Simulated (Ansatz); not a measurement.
# C2H9AlO: small, medium and large basis sets

The task here is to estimate one member of a computed series from the others.

Computed with Ansatz 0.2.0, Gaussian basis. Level: one geometry, several basis sets.

Plan: PBE0-D4/def2-SVP; ωB97M-V/def2-SVP; PBE0-D4/def2-QZVPP; ωB97M-V/def2-QZVPP; the functionals' def2-TZVPP values are taken from earlier runs.

## Structure used throughout

An earlier PBE0-D4 in a triple-zeta def2 set relaxation fixed the geometry.

SMILES `C[O+](C)[AlH3-]`, 13 atoms, charge 0, spin multiplicity 1.

Atoms are counted from 1 here; the program's logs count them from 0.

Bond lengths: C1–O2 1.425 Å, C1–H5 1.088 Å, C1–H6 1.092 Å, C1–H7 1.094 Å, O2–C3 1.425 Å, O2–Al4 1.981 Å, C3–H8 1.092 Å, C3–H9 1.094 Å, C3–H10 1.088 Å, Al4–H11 1.599 Å, Al4–H12 1.599 Å, Al4–H13 1.605 Å. Angles: O2–C1–H5 106.9°, O2–C1–H6 109.2°, O2–C1–H7 110.2°, H5–C1–H6 110.2°, H5–C1–H7 110.0°, H6–C1–H7 110.2°, C1–O2–C3 113.2°, C1–O2–Al4 117.0°, C3–O2–Al4 117.1°, O2–C3–H8 109.2°, O2–C3–H9 110.2°, O2–C3–H10 106.9°, H8–C3–H9 110.2°, H8–C3–H10 110.2°, H9–C3–H10 110.0°, O2–Al4–H11 98.6°, O2–Al4–H12 98.6°, O2–Al4–H13 99.3° and more.

The first run:

in.yaml reads:

```yaml
crystal:
  periodic: [false, false, false]
  atoms:
    - {symbol: C, position_ang: [-0.125941, 1.186763, -0.841939]}
    - {symbol: O, position_ang: [-0.308920, 0.164441, 0.133788]}
    - {symbol: C, position_ang: [0.392101, 0.416095, 1.348653]}
    - {symbol: Al, position_ang: [-0.343923, -1.706272, -0.517285]}
    - {symbol: H, position_ang: [-0.717007, 0.903489, -1.710558]}
    - {symbol: H, position_ang: [-0.480855, 2.137305, -0.437700]}
    - {symbol: H, position_ang: [0.930150, 1.262688, -1.115715]}
    - {symbol: H, position_ang: [0.042879, 1.358290, 1.776703]}
    - {symbol: H, position_ang: [1.468550, 0.461787, 1.160934]}
    - {symbol: H, position_ang: [0.165359, -0.409166, 2.020662]}
    - {symbol: H, position_ang: [-1.404337, -1.526648, -1.700779]}
    - {symbol: H, position_ang: [-0.793801, -2.422266, 0.840057]}
    - {symbol: H, position_ang: [1.196143, -1.861306, -0.942220]}
basis:
  gaussian: {orbitals: def2-SVP}
hamiltonian: {xc: pbe0, dispersion: d4}
output: {orbitals: {seedname: orbitals}}
```

The run is started by

```bash
$ ansatz run in.yaml --threads 4 --pin off --events-out ev --progress --plain --max-ram 10444MiB
```

Among the steps run: PBE0-D4 in def2-SVP; ωB97M-V in def2-SVP; PBE0-D4 in def2-QZVPP; ωB97M-V in def2-QZVPP.

One of the session's tables, all rows but one given; the rest of the session is left out.

It belongs to the step «Functionals by basis». 

```
functional       basis  HOMO (eV)  LUMO (eV)
   PBE0-D4    def2-SVP      -7.33       0.47
   PBE0-D4  def2-TZVPP      -7.39       0.17
   PBE0-D4  def2-QZVPP      -7.40       0.00
   ωB97M-V    def2-SVP      -9.52       2.21
   ωB97M-V  def2-TZVPP      -9.64       1.74
   ωB97M-V  def2-QZVPP          ?          ?
```

Q: Estimate the row for ωB97M-V, def2-QZVPP from the others.

As computed: HOMO (eV): -9.65; LUMO (eV): 1.22. In the column «HOMO (eV)» it is the lowest.
